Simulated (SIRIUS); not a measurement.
BiTe:

```xyz
2
Lattice="0.0000 3.2350 3.2350 3.2350 0.0000 3.2350 3.2350 3.2350 0.0000" Properties=species:S:1:pos:R:3 pbc="T T T"
Bi    0.0486    0.0219   -0.0837
Te    3.2170    3.2295    3.1974
```

The cell isn't the ideal one: atoms moved at random.

* Program: SIRIUS 7.12.0
* Task: relaxation of the atoms
* Functional: PBE
* Dispersion: D3(BJ)
* Potentials or basis: all-electron FP-LAPW
* Cutoff: 182 eV
* Basis: apw+lo standard
* k mesh: 5 × 5 × 5
* Occupations: fermi-dirac, width 0.05 eV
* Spin: no spin polarisation

At the start: volume 33.86 Å³/atom.

Problem. Where does the relaxation end?

Solution. Over 3 steps the energy falls by 6.2 meV/atom; space group Fm-3m (No. 225, to 0.05 Å).

Step by step:
| step | energy change (eV) | largest force (eV/Å) |
| --- | --- | --- |
| 1 | 0.0000 | 0.2910 |
| 2 | -0.0023 | 0.2625 |
| 3 | -0.0124 | 0.0025 |

Final structure:
```
Bi Te
1.0
     0.00000    3.23500    3.23500
     3.23500    0.00000    3.23500
     3.23500    3.23500    0.00000
Bi Te
1 1
Direct
  0.98948 0.99173 0.01306
  0.48961 0.49172 0.51289
```

Caveat: pairwise dispersion overbinds metals, which lowers pressure and volume.
